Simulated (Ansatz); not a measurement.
# BClFHS: a ladder of functionals and wavefunction methods

The task here is to estimate one member of a computed series from the others.

The runs use Ansatz 0.2.0, Gaussian basis; functionals in def2-TZVPP, the program's frozen cores in correlated methods.

The runs, in order: LDA (SPW92), PBE-D4, revPBE-D4, BLYP-D4, r2SCAN-D4, B97M-V, PBE0-D4, B3LYP-D4, r2SCANh-D4, r2SCAN0-D4, HSE06-D4, BHLYP-D4, CAM-B3LYP-D4, LC-ωPBE, ωB97X-V, ωB97M-V, B2PLYP, PBE-QIDH; CCSD(T)/def2-SVP; CCSD(T)/def2-TZVPP; MP2/def2-QZVPP; extrapolation to the limit; RPA on PBE.

## The geometry

The geometry comes from an earlier relaxation with PBE0-D4 in a triple-zeta def2 set; it is a stationary point.

SMILES `FB(S)Cl`, 5 atoms, charge 0, spin multiplicity 1.

Atoms are counted from 1 here; the program's logs count them from 0.

Bond lengths: F1–B2 1.319 Å, B2–S3 1.793 Å, B2–Cl4 1.749 Å, S3–H5 1.344 Å. Angles: F1–B2–S3 121.9°, F1–B2–Cl4 118.8°, S3–B2–Cl4 119.3°, B2–S3–H5 95.1°.

The first run:

in.yaml

```yaml
crystal:
  periodic: [false, false, false]
  atoms:
    - {symbol: F, position_ang: [-0.529975, -1.166464, 0.714913]}
    - {symbol: B, position_ang: [-0.425084, -0.150986, -0.119615]}
    - {symbol: S, position_ang: [1.059550, 0.850952, -0.210977]}
    - {symbol: Cl, position_ang: [-1.776270, 0.224447, -1.164952]}
    - {symbol: H, position_ang: [1.721679, 0.168452, 0.739232]}
basis:
  gaussian: {orbitals: def2-TZVPP}
hamiltonian: {xc: lda}
output: {orbitals: {seedname: orbitals}}
```

Among the steps run: LDA; PBE-D4 (GGA); revPBE-D4 (GGA); BLYP-D4 (GGA); r2SCAN-D4 (meta-GGA); B97M-V (meta-GGA); PBE0-D4 (hybrid); B3LYP-D4 (hybrid); r2SCANh-D4 (hybrid); r2SCAN0-D4 (hybrid); HSE06-D4 (hybrid); BHLYP-D4 (hybrid); CAM-B3LYP-D4 (range-separated); LC-ωPBE-D4 (range-separated; the results give it without D4); ωB97X-V (range-separated); ωB97M-V (range-separated); B2PLYP (double hybrid); PBE-QIDH (double hybrid).

One table of the session follows, with a row left open; its other results are not shown here.

It belongs to the step «Frontier levels by functional». 

```
  functional  HOMO (eV)  gap (eV)
 LDA (SPW92)      -7.28      5.39
      PBE-D4      -7.14      5.52
   revPBE-D4      -7.08      5.57
     BLYP-D4      -6.96      5.51
   r2SCAN-D4      -7.45      6.15
      B97M-V      -7.51      6.35
     PBE0-D4      -8.39      7.73
    B3LYP-D4      -8.12      7.27
  r2SCANh-D4      -7.90      6.94
  r2SCAN0-D4      -8.59      8.13
    HSE06-D4      -7.99      6.95
    BHLYP-D4      -9.47      9.94
CAM-B3LYP-D4      -9.70     10.21
     LC-ωPBE          ?         ?
     ωB97X-V     -10.74     12.36
     ωB97M-V     -10.55     12.03
```

**Question.** Estimate the row for LC-ωPBE.

As computed: HOMO (eV): -11.12; gap (eV): 12.78. In the column «HOMO (eV)» it is the lowest.
